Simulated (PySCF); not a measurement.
**C₅H₆F₂: electronic excitations and core binding energies**

Wanted: the electronic excitations and core binding energies of C₅H₆F₂ (`FCC1=CC[C@@H]1F`), by calculation.

The runs use PySCF 2.14.0, with density-fitted response routines of our own; the level of theory stands in each step. All values are computed, except where a source is named. Atoms count from 0, in the outputs and in this text.

## Step 1: Starting geometry

13 atoms, charge 0, multiplicity 1; geometry from: GFN2-xTB.

Bonds of the start (Å): F0–C1 1.38, C1–C2 1.49, C2–C3 1.33, C3–C4 1.51, C4–C5 1.55, C5–F6 1.37, C5–C2 1.51, C1–H7 1.10, C1–H8 1.09, C3–H9 1.07, C4–H10 1.09, C4–H11 1.09, C5–H12 1.09.

## Step 2: Excited states and response: wB97X-D/def2-SVPD

Job settings and geometry (Å):

```
{"job": {"kind": "uv", "xc": "wB97X-D", "basis": "def2-SVPD", "nstates": 8, "ntriplets": 3}, "charge": 0, "multiplicity": 1}
F      2.055601    -0.544150    -1.606216
C      1.849347    -0.274258    -0.267614
C      0.425500     0.070920    -0.022878
C     -0.252011     1.179263     0.279576
C     -1.594028     0.499262     0.319864
C     -0.823195    -0.780650    -0.092159
F     -0.894216    -1.806908     0.815705
H      2.136612    -1.180873     0.277215
H      2.508929     0.560202    -0.008879
H      0.028232     2.203589     0.441154
H     -2.039528     0.423117     1.309331
H     -2.335752     0.853291    -0.392980
H     -1.069879    -1.202318    -1.069848
```

With the program's defaults for keys left out, this is: TDDFT wB97X-D/def2-SVPD, vertical, gas phase, core orbitals frozen in the response.

On the command line:

```console
OMP_NUM_THREADS=1 python probes_run.py task.json out
```

One launch serves the whole session: the jobs run in the order shown.

**Question.** This job is followed by: delta-SCF UKS SCAN, pcX-2 on the ionised atom, pcseg-1 elsewhere, spin-free X2C. What will the session give for the following? lowest singlet (wB97X-D/def2-SVPD); brightest single state of those computed; lowest triplet; C1s binding energies, SCAN/pcX-2; F1s binding energies, SCAN/pcX-2.

**Answer**, as computed:

| quantity | value |
| --- | --- |
| lowest singlet (wB97X-D/def2-SVPD) | 6.84 eV (181 nm), f = 0.082 |
| brightest single state of those computed | state 2, 6.99 eV, f = 0.149 |
| lowest triplet | 4.35 eV |
| C1s binding energies, SCAN/pcX-2 | C1 293.23, C5 293.06, C4 291.09, C3 290.90, C2 290.78 eV |
| F1s binding energies, SCAN/pcX-2 | F6 692.31, F0 692.19 eV |

What this shows: The first singlet state (HOMO−1→LUMO 0.54, HOMO→LUMO 0.43) lies at 6.84 eV and is bright; of the 8 states computed, the strongest absorption comes from state 2 at 6.99 eV. The lowest triplet lies 2.49 eV below the lowest singlet (triplets in Tamm-Dancoff, singlets in full TDDFT). C1 (allylic sp3 CH2 bonded to F) binds its C1s electron 2.45 eV more tightly than C2 (fully substituted alkene carbon). F6 (fluorine on an sp3 carbon) binds its F1s electron 0.12 eV more tightly than F0 (fluorine on an sp3 carbon).
